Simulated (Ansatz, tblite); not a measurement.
# The cluster Ag5H4+: a ladder of methods and basis sets

An exercise on one series of results from a longer session: the logs are not shown, and one member is left open.

The runs use Ansatz 0.2.0, Gaussian basis; as each input shows.

Plan: GFN1-xTB, GFN2-xTB, PBE-D4/def2-TZVP, r2SCAN-D4/def2-TZVP, ωB97M-V/def2-TZVP, LDA/def2-TZVP, HSE06-D4/def2-TZVP, PBE-D4/def2-SVP, PBE0-D4/def2-SVP, MP2/def2-TZVP, RPA/def2-TZVP.

6 further runs of the same task are left out: 6 set aside as unsound or not needed. Runs told in other sessions of the task aren't counted.

### The geometry

The geometry is that of the singlet, from an earlier relaxation (PBE-D4/def2-SVP). At that level it is the lowest of the isomers that a small search found.

9 atoms, charge 1, spin multiplicity 1.

Bond lengths: Ag1–Ag4 2.736 Å, Ag1–Ag5 2.725 Å, Ag1–H8 1.792 Å, Ag1–H9 1.782 Å, Ag2–Ag3 2.907 Å, Ag2–Ag4 2.726 Å, Ag2–Ag5 2.851 Å, Ag2–H6 1.773 Å, Ag2–H7 1.872 Å, Ag3–Ag5 2.903 Å, Ag3–H7 1.757 Å, Ag4–H6 1.792 Å, Ag4–H9 1.782 Å, Ag5–H7 1.873 Å, Ag5–H8 1.772 Å. Angles: Ag4–Ag1–Ag5 91.1°, Ag4–Ag1–H8 130.9°, Ag4–Ag1–H9 39.8°, Ag5–Ag1–H8 39.9°, Ag5–Ag1–H9 130.9°, H8–Ag1–H9 170.8°, Ag3–Ag2–Ag4 140.7°, Ag3–Ag2–Ag5 60.5°, Ag3–Ag2–H6 155.7°, Ag3–Ag2–H7 35.4°, Ag4–Ag2–Ag5 88.7°, Ag4–Ag2–H6 40.4°, Ag4–Ag2–H7 127.8°, Ag5–Ag2–H6 129.0°, Ag5–Ag2–H7 40.4°, H6–Ag2–H7 166.6°, Ag2–Ag3–Ag5 58.8°, Ag2–Ag3–H7 38.2° and more.

Ag takes a core potential in the def2 sets. No spin-orbit coupling is included. The ion is computed in the gas phase, without counter-ions or solvent.

PBE0-D4/def2-TZVP was run before; its log isn't repeated, and its numbers join the tables.

Set-up of the first run:

Tight binding, by tblite at 300 K electronic temperature and without a spin-polarisation term:

```python
tblite.interface.Calculator('GFN1-xTB', numbers, positions, charge=1, uhf=0).singlepoint()
```

Tight binding, by tblite at 300 K electronic temperature and without a spin-polarisation term:

```python
tblite.interface.Calculator('GFN2-xTB', numbers, positions, charge=1, uhf=0).singlepoint()
```

start.molden holds the orbitals of an earlier run on this state, given as this run's starting guess.

Contents of in.yaml:

```yaml
crystal:
  periodic: [false, false, false]
  atoms:
    - {symbol: Ag, position_ang: [0.846159, -1.827484, -0.981547]}
    - {symbol: Ag, position_ang: [-1.065194, 1.301160, 0.368719]}
    - {symbol: Ag, position_ang: [0.595601, 2.043400, 2.636741]}
    - {symbol: Ag, position_ang: [-1.710017, -0.867240, -1.152293]}
    - {symbol: Ag, position_ang: [1.599809, 0.303889, 0.540351]}
    - {symbol: H, position_ang: [-2.473927, 0.588041, -0.437853]}
    - {symbol: H, position_ang: [0.640167, 1.873781, 0.888388]}
    - {symbol: H, position_ang: [2.284968, -1.188830, -0.125754]}
    - {symbol: H, position_ang: [-0.717567, -2.226716, -1.736751]}
basis:
  gaussian: {orbitals: def2-TZVP, initial_orbitals: start.molden}
total_charge: 1
hamiltonian: {xc: pbe, dispersion: d4}
scf: {omitted_lower_state_checks: [starts]}
output: {forces: true, orbitals: {seedname: orbitals}}
```

Launch:

```bash
ansatz run in.yaml --threads 4 --pin off --events-out ev --progress --plain --max-ram 4787MiB
```

Steps of the session up to this table: PBE-D4/def2-TZVP; r2SCAN-D4/def2-TZVP; ωB97M-V/def2-TZVP; LDA/def2-TZVP; HSE06-D4/def2-TZVP; PBE-D4/def2-SVP; PBE0-D4/def2-SVP; MP2/def2-TZVP; RPA/def2-TZVP.

One of the session's tables, all rows but one given; the rest of the session is left out.

It belongs to the step «Levels side by side». 

| level | HOMO (eV) | LUMO (eV) | gap (eV) |
| --- | --- | --- | --- |
| LDA/def2-TZVP | -10.50 | -8.62 | 1.88 |
| PBE-D4/def2-SVP | -10.16 | -8.30 | 1.86 |
| PBE-D4/def2-TZVP | -10.17 | -8.31 | 1.86 |
| r2SCAN-D4/def2-TZVP | ? | ? | ? |
| PBE0-D4/def2-SVP | -11.05 | -7.45 | 3.60 |
| PBE0-D4/def2-TZVP | -11.07 | -7.45 | 3.62 |
| HSE06-D4/def2-TZVP | -10.68 | -7.81 | 2.87 |
| ωB97M-V/def2-TZVP | -13.14 | -5.69 | 7.44 |

Q: Estimate the row for r2SCAN-D4/def2-TZVP from the others.

The run gave: HOMO (eV): -10.25; LUMO (eV): -8.06; gap (eV): 2.19. In the column «HOMO (eV)» it lies between LDA/def2-TZVP (-10.50) and PBE-D4/def2-TZVP (-10.17).
